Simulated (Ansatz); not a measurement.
What does this script print? It uses the Ansatz DFT code, driven from Python.

`formation.py`
```python
"""Formation energy of BaAu2 from the elements, after relaxing cells and atoms."""

from collections import Counter
import warnings

import ansatz as az
import numpy as np

config = {
    "k_spacing": 0.33,
    "occupations": "gaussian",
    "sigma": 0.05,
}

PHASES = {
    "BaAu2": (
        [[4.804, 0.0, 0.0], [-2.402, 4.160386, 0.0], [0.0, 0.0, 4.119]],
        [
            ("Ba", [0.0, 0.0, 0.0]),
            ("Au", [1 / 3, 2 / 3, 0.5]),
            ("Au", [2 / 3, 1 / 3, 0.5]),
        ],
    ),
    "Ba": (
        [[-2.5065, 2.5065, 2.5065], [2.5065, -2.5065, 2.5065], [2.5065, 2.5065, -2.5065]],
        [
            ("Ba", [0.0, 0.0, 0.0]),
        ],
    ),
    "Au": (
        [[0.0, 2.035, 2.035], [2.035, 0.0, 2.035], [2.035, 2.035, 0.0]],
        [
            ("Au", [0.0, 0.0, 0.0]),
        ],
    ),
}


def build(vectors, sites):
    crystal = az.Crystal(lattice=az.Lattice.of(vectors))
    for symbol, position in sites:
        crystal = crystal.atom(symbol, position)
    return crystal


def solve(name, crystal):
    calc = (
        crystal.calculation()
        .functional(az.Functional.LDA)
        .basis(17 * az.Ha)
        .kpoints(spacing=config["k_spacing"])  # the mesh must be finer for metals
        .occupations(config["occupations"], width=config["sigma"])  # the run then minimises F = E - TS
        .stress()  # positive in compression
    )
    calc = calc.relax(force_tolerance=0.01, cell=True)
    return calc.run()


def counts(outcome):
    return Counter(site.symbol for site in outcome.lattice.sites)

def formation_energy(outcome, mu):
    n = counts(outcome)
    return (outcome.report["energy_sigma0_ev"] - sum(k * mu[element] for element, k in n.items())) / sum(n.values())


def volume_per_atom(outcome):
    return abs(np.linalg.det(outcome.lattice.cell_ang)) / len(outcome.lattice.sites)

warnings.simplefilter("ignore", az.DeckWarning)

phases = {name: build(*cell) for name, cell in PHASES.items()}

done = {}
for name, crystal in phases.items():
    done[name] = solve(name, crystal)
    print(f"{name}: {done[name].report['energy_sigma0_ev']:.4f} eV, {len(done[name].lattice.sites)} atoms")

# energy of one atom in its reference phase
references = {"Ba": "Ba", "Au": "Au"}
mu = {element: done[name].report["energy_sigma0_ev"] / len(done[name].lattice.sites) for element, name in references.items()}

target = done["BaAu2"]
heat = formation_energy(target, mu)
rows = [(name, len(o.lattice.sites), volume_per_atom(o), formation_energy(o, mu)) for name, o in done.items()]
print("| phase | atoms | V (A^3/atom) | E_form (eV/atom) |")
print("| --- | --- | --- | --- |")
for row in rows:
    print(f"| {row[0]} | {row[1]:d} | {row[2]:.3f} | {row[3]:.4f} |")
```

```console
$ python formation.py
BaAu2: -31511.5410 eV, 3 atoms
Ba: -5779.5626 eV, 1 atoms
Au: -12864.9793 eV, 1 atoms
| phase | atoms | V (A^3/atom) | E_form (eV/atom) |
| --- | --- | --- | --- |
| BaAu2 | 3 | 26.054 | -0.6733 |
| Ba | 1 | 54.820 | 0.0000 |
| Au | 1 | 16.574 | 0.0000 |
```

Caveats:
- Total energies depend on the potentials; only differences at equal settings carry meaning.
- Spin-orbit coupling, which matters for elements this heavy, is left out.
- The cells come from databases of deposited and of computed structures, and not all need be stable phases.
- The compound is the structure given, not necessarily its lowest; energies are at zero temperature, with no correction for gases. A semilocal functional's error on such energies is often 0.05 to 0.1 eV an atom, and 0.1 to 0.3 eV against gases such as O2 or F2.
- Hardware and time: 8.6 s on 1 thread of Intel(R) Xeon(R) 6975P-C (Granite Rapids), with other jobs on the host, peak memory 0.45 GiB.

(Lines on the test bed's own set-up are left out of the output.)
